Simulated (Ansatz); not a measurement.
# TeAs2: how settings move the results

The task, for TeAs2: see how the set of potentials moves the results.

Computed with Ansatz 0.2.0 (DFT PBEsol, scalar-relativistic, plane waves, PAW for the base; runs at other levels say so in their headings and inputs, unless a step's input says otherwise).

2 further runs of the same task are left out: 2 for a known fault of the program.

## 1. The system as given

It takes space group I4_1/amd (No. 141, tetragonal). The conventional cell has a = 7.113 Å, b = 7.113 Å, c = 5.881 Å, α = 90.00°, β = 90.00°, γ = 90.00°. Te (site symmetry -4m2) has 4 As at 2.83 Å as nearest neighbours. Around As (site symmetry 2/m) lie 2 Te at 2.83 Å and 4 As at 2.91 Å.

Coordinates:

```cif
data_structure
_symmetry_space_group_name_H-M 'P 1'
_symmetry_Int_Tables_number 1
_cell_length_a 5.8261
_cell_length_b 5.8261
_cell_length_c 5.8261
_cell_angle_alpha 104.758
_cell_angle_beta 104.758
_cell_angle_gamma 119.375
_cell_volume 148.77
loop_
_atom_site_label
_atom_site_type_symbol
_atom_site_fract_x
_atom_site_fract_y
_atom_site_fract_z
_atom_site_occupancy
Te1 Te 0.75000 0.25000 0.50000 1
Te2 Te 0.00000 0.00000 0.00000 1
As1 As 0.37500 0.62500 0.25000 1
As2 As 0.37500 0.12500 0.75000 1
As3 As 0.37500 0.62500 0.75000 1
As4 As 0.87500 0.62500 0.25000 1
```

Source of the structure: the Materials Project (structure only). It is taken as it stands there.

## 2. The base run, which the others are set against

input.yaml reads:

```yaml
crystal:
  lattice:
    - [-3.556454, 3.556454, 2.940516]
    - [3.556454, -3.556454, 2.940516]
    - [3.556454, 3.556454, -2.940516]
  atoms:
    - { symbol: Te, position: [0.75, 0.25, 0.5] }
    - { symbol: Te, position: [0.0, 0.0, 0.0] }
    - { symbol: As, position: [0.375, 0.625, 0.25] }
    - { symbol: As, position: [0.375, 0.125, 0.75] }
    - { symbol: As, position: [0.375, 0.625, 0.75] }
    - { symbol: As, position: [0.875, 0.625, 0.25] }
basis:
  ecutwfc: 420
kpoints:
  mp_grid: { grid: [8, 8, 8] }
hamiltonian:
  xc: pbesol
scf:
  occupations: { method: gaussian, width: 0.1 }
output:
  forces: true
  stress: true
  eigenvalues: true
  populations: true
```

Its results, from an earlier run: -5508.9901 eV/atom at zero smearing, pressure -3.78 GPa, largest force 0.000 eV/Å, no gap on the mesh, in 7 SCF cycles and 9.6 s.

## 3. Set of potentials set to PAW (harder set)

input.yaml reads:

```yaml
crystal:
  lattice:
    - [-3.556454, 3.556454, 2.940516]
    - [3.556454, -3.556454, 2.940516]
    - [3.556454, 3.556454, -2.940516]
  atoms:
    - { symbol: Te, position: [0.75, 0.25, 0.5] }
    - { symbol: Te, position: [0.0, 0.0, 0.0] }
    - { symbol: As, position: [0.375, 0.625, 0.25] }
    - { symbol: As, position: [0.375, 0.125, 0.75] }
    - { symbol: As, position: [0.375, 0.625, 0.75] }
    - { symbol: As, position: [0.875, 0.625, 0.25] }
basis: {}
kpoints:
  mp_grid: { grid: [8, 8, 8] }
hamiltonian:
  xc: pbesol
  pseudopotentials: { kind: paw, source: ansatz }
scf:
  occupations: { method: gaussian, width: 0.1 }
output:
  forces: true
  stress: true
  eigenvalues: true
```

Command:

```
ansatz run input.yaml --threads 1 --pin off --max-ram 2560MiB --backend cpu --events-out ev --progress --plain --runs-dir out
```

## 4. Set of potentials: norm-conserving potentials

Edit input.yaml of step 3 so:

```diff
@@ -17,3 +17,3 @@
   xc: pbesol
-  pseudopotentials: { kind: paw, source: ansatz }
+  pseudopotentials: { kind: nc }
 scf:
```

(Steps that only read results are left out.)

**Question.** What does this series show? Wanted: gap on the mesh.

The runs gave:

| quantity | value |
| --- | --- |
| gap on the mesh (eV) by set of potentials | PAW (default set): metal; PAW (harder set): metal; norm-conserving potentials: metal |

No run finds a gap on its mesh. The sets of potentials differ by 0.0 GPa in pressure; their total energies have different zeros and cannot be compared. Spin-orbit coupling is left out for Te.
